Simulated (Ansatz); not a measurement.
# EuCd2P2: the cost of one run

All numbers are computed with Ansatz 0.2.0 through its Python package. Level of theory: DFT PBEsol, plane waves, PAW.

### Step 1. Starting point

It takes space group P-3m1 (No. 164, trigonal). Conventional cell: a = 4.340 Å, b = 4.340 Å, c = 7.133 Å, α = 90.00°, β = 90.00°, γ = 120.00°. Eu (site symmetry -3m) has 6 P at 3.06 Å as nearest neighbours. Cd (site symmetry 3m) is surrounded by 4 P at 2.64 to 2.79 Å. Around P (site symmetry 3m) lie 4 Cd at 2.64 to 2.79 Å and 3 Eu at 3.06 Å.

No structure file is read: the coordinates are typed or built in the script.

### Step 2. Script

Contents of eucd2p2_relax.py:

```python
import ansatz as az
from ase import Atoms
from ase.data import atomic_numbers
from ase.neighborlist import neighbor_list
import numpy as np
import spglib


def main() -> None:
    lattice = az.Lattice.of(
        (4.339729, 0.0, 0.0),
        (-2.169864, 3.758315, 0.0),
        (0.0, 0.0, 7.132617),
    )
    sites = [
        ("Eu", (0.0, 0.0, 0.0)),
        ("Cd", (2 / 3, 1 / 3, 0.361591)),
        ("Cd", (1 / 3, 2 / 3, 0.638409)),
        ("P", (2 / 3, 1 / 3, 0.752972)),
        ("P", (1 / 3, 2 / 3, 0.247028)),
    ]
    structure = az.Crystal(lattice=lattice)
    for symbol, position in sites:
        structure = structure.atom(symbol, position)
    structure = structure.moments(Eu=7)

    job = structure.calculation()
    job = job.functional(az.Functional.PBESOL)
    job = job.basis(510)
    job = job.spin(az.SpinTreatment.COLLINEAR)
    job = job.occupations(az.OccupationsMethod.FERMI_DIRAC, width=0.05)
    job = job.kpoints(spacing=0.32)
    job = job.relax(random_displacement=True, displacement_amplitude=0.03, displacement_seed=890)
    steps = []


    def collect(event):
        if event["event"] == "relax_step":
            steps.append(event["data"])


    out = job.session().plan().execute(on_event=collect)
    report = out.report
    for s in steps:
        flag = "" if s["accepted"] else "  (rejected)"
        print("step %2d  E = %.5f eV  largest force component = %.4f eV/A%s" % (s["step"], s["lagrangian_ev"], s["allowed_force_max_ev_ang"], flag))

    first, last = steps[0], steps[-1]
    symbols = [site.symbol for site in out.lattice.sites]
    print(f"energy gained {first['lagrangian_ev'] - last['lagrangian_ev']:.4f} eV in {len(steps) - 1} steps")

    fractions = [site.position_frac for site in out.lattice.sites]
    numbers = [atomic_numbers[s] for s in symbols]
    for tolerance in (1e-3, 1e-2, 1e-1):
        print(f"space group at {tolerance} A:", spglib.get_spacegroup((out.lattice.cell_ang, fractions, numbers), symprec=tolerance))

    print("atom   start x y z (A)              end x y z (A)")
    for symbol, a, b in zip(symbols, first["positions_ang"], last["positions_ang"]):
        print(f"{symbol:3s}", " ".join(f"{v:8.4f}" for v in a), "  ", " ".join(f"{v:8.4f}" for v in b))

    final = Atoms(symbols, positions=last["positions_ang"], cell=out.lattice.cell_ang, pbc=True)
    i, j, d = neighbor_list("ijd", final, 4.5)
    print("neighbours within 1.2 times the shortest distance of each atom (A)")
    for atom in range(len(final)):
        near = [m for m in np.argsort(d) if i[m] == atom]
        shell = [m for m in near if d[m] < 1.2 * d[near[0]]]
        print(f"{symbols[atom]}{atom} ({len(shell)}):", ", ".join(f"{symbols[j[m]]} {d[m]:.3f}" for m in shell))

    for key in ("converged", "n_iterations", "n_electrons", "n_kpoints", "n_pw", "n_symmetry_ops", "free_energy_ev", "fermi_energy_ev"):
        print(f"{key:18s} {report[key]}")

    print(f"net moment {report['magnetization_mub']:.3f} muB, absolute {report['absolute_magnetization_mub']:.3f} muB")
    for index, (site, m) in enumerate(zip(out.lattice.sites, report["site_moments_mub"])):
        print(f"  {index:2d} {site.symbol:2s} {m:7.3f}")


if __name__ == "__main__":
    main()
```

### Step 3. The run

On the command line:

```bash
> python eucd2p2_relax.py
```

**Question.** How long does this script take on 1 thread of Intel Xeon 6975P-C (Granite Rapids), shared host, and how much memory does it need?

About 2.6 min, with a peak of 0.94 GiB.
